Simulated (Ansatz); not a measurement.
# C₂H₇GeN: a ladder of functionals and wavefunction methods

One table from this session's results is given with a row withheld; the runs are named, their logs left out.

Computed with Ansatz 0.2.0, Gaussian basis. Level: functionals in def2-TZVPP, the program's frozen cores in correlated methods.

Levels to be run: LDA (SPW92), PBE-D4, revPBE-D4, BLYP-D4, r2SCAN-D4, B97M-V, PBE0-D4, B3LYP-D4, r2SCANh-D4, r2SCAN0-D4, HSE06-D4, BHLYP-D4, CAM-B3LYP-D4, LC-ωPBE, ωB97X-V, ωB97M-V, B2PLYP, PBE-QIDH; CCSD(T)/def2-SVP; CCSD(T)/def2-TZVPP; MP2/def2-QZVPP; extrapolation to the limit; RPA on PBE.

### The relaxed structure

All runs share one geometry, relaxed beforehand with PBE0-D4 in a triple-zeta def2 set.

SMILES `C=C[NH][GeH3]`, 11 atoms, charge 0, spin multiplicity 1.

Atoms are counted from 1 here; the program's logs count them from 0.

Bond lengths: C1–C2 1.334 Å, C1–H5 1.085 Å, C1–H6 1.081 Å, C2–N3 1.378 Å, C2–H7 1.088 Å, N3–Ge4 1.840 Å, N3–H8 1.009 Å, Ge4–H9 1.543 Å, Ge4–H10 1.534 Å, Ge4–H11 1.535 Å. Angles: C2–C1–H5 122.0°, C2–C1–H6 120.2°, H5–C1–H6 117.8°, C1–C2–N3 126.9°, C1–C2–H7 119.3°, N3–C2–H7 113.8°, C2–N3–Ge4 123.3°, C2–N3–H8 114.4°, Ge4–N3–H8 117.7°, N3–Ge4–H9 112.4°, N3–Ge4–H10 106.4°, N3–Ge4–H11 106.4°, H9–Ge4–H10 109.9°, H9–Ge4–H11 109.5°, H10–Ge4–H11 112.1°.

Set-up of the first run:

in.yaml

```yaml
crystal:
  periodic: [false, false, false]
  atoms:
    - {symbol: C, position_ang: [-0.380305, 2.115200, -0.322899]}
    - {symbol: C, position_ang: [-0.448420, 0.852879, 0.102978]}
    - {symbol: N, position_ang: [0.069636, -0.261173, -0.522043]}
    - {symbol: Ge, position_ang: [0.426041, -1.839032, 0.355894]}
    - {symbol: H, position_ang: [0.146791, 2.387856, -1.231006]}
    - {symbol: H, position_ang: [-0.870298, 2.902867, 0.231403]}
    - {symbol: H, position_ang: [-0.987128, 0.629621, 1.021950]}
    - {symbol: H, position_ang: [0.594176, -0.061985, -1.360704]}
    - {symbol: H, position_ang: [1.686147, -1.746427, 1.241563]}
    - {symbol: H, position_ang: [0.626776, -2.903801, -0.730150]}
    - {symbol: H, position_ang: [-0.798115, -2.132903, 1.233815]}
basis:
  gaussian: {orbitals: def2-TZVPP}
hamiltonian: {xc: lda}
output: {orbitals: {seedname: orbitals}}
```

Command:

```
$ ansatz run in.yaml --threads 4 --pin off --events-out ev --progress --plain --max-ram 10444MiB
```

Among the steps run: LDA; PBE-D4 (GGA); revPBE-D4 (GGA); BLYP-D4 (GGA); r2SCAN-D4 (meta-GGA); B97M-V (meta-GGA); B3LYP-D4 (hybrid); r2SCANh-D4 (hybrid); r2SCAN0-D4 (hybrid); HSE06-D4 (hybrid); BHLYP-D4 (hybrid); CAM-B3LYP-D4 (range-separated); LC-ωPBE (range-separated); ωB97X-V (range-separated); ωB97M-V (range-separated); B2PLYP (double hybrid); PBE-QIDH (double hybrid).

One table of the session follows, with a row left open; its other results are not shown here.

It belongs to the step «Orbital energies across the functionals». 

```
  functional  HOMO (eV)  LUMO (eV)  gap (eV)
 LDA (SPW92)      -4.99      -0.70      4.29
      PBE-D4      -4.82      -0.45      4.37
   revPBE-D4      -4.76      -0.34      4.42
     BLYP-D4      -4.68      -0.37      4.31
   r2SCAN-D4      -5.01      -0.09      4.92
      B97M-V      -5.07      -0.28      4.79
     PBE0-D4      -5.92       0.40      6.33
    B3LYP-D4      -5.72       0.15      5.86
  r2SCANh-D4      -5.43       0.21      5.63
  r2SCAN0-D4      -6.06       0.63      6.69
    HSE06-D4      -5.53       0.03      5.55
    BHLYP-D4      -6.90       1.20      8.11
CAM-B3LYP-D4      -7.21       1.35      8.56
     LC-ωPBE      -8.54       2.59     11.13
     ωB97X-V      -8.18       2.40     10.58
     ωB97M-V          ?          ?         ?
```

**Question.** Estimate the row for ωB97M-V.

The run gave: HOMO (eV): -8.11; LUMO (eV): 2.10; gap (eV): 10.21. In the column «HOMO (eV)» it lies between ωB97X-V (-8.18) and CAM-B3LYP-D4 (-7.21).
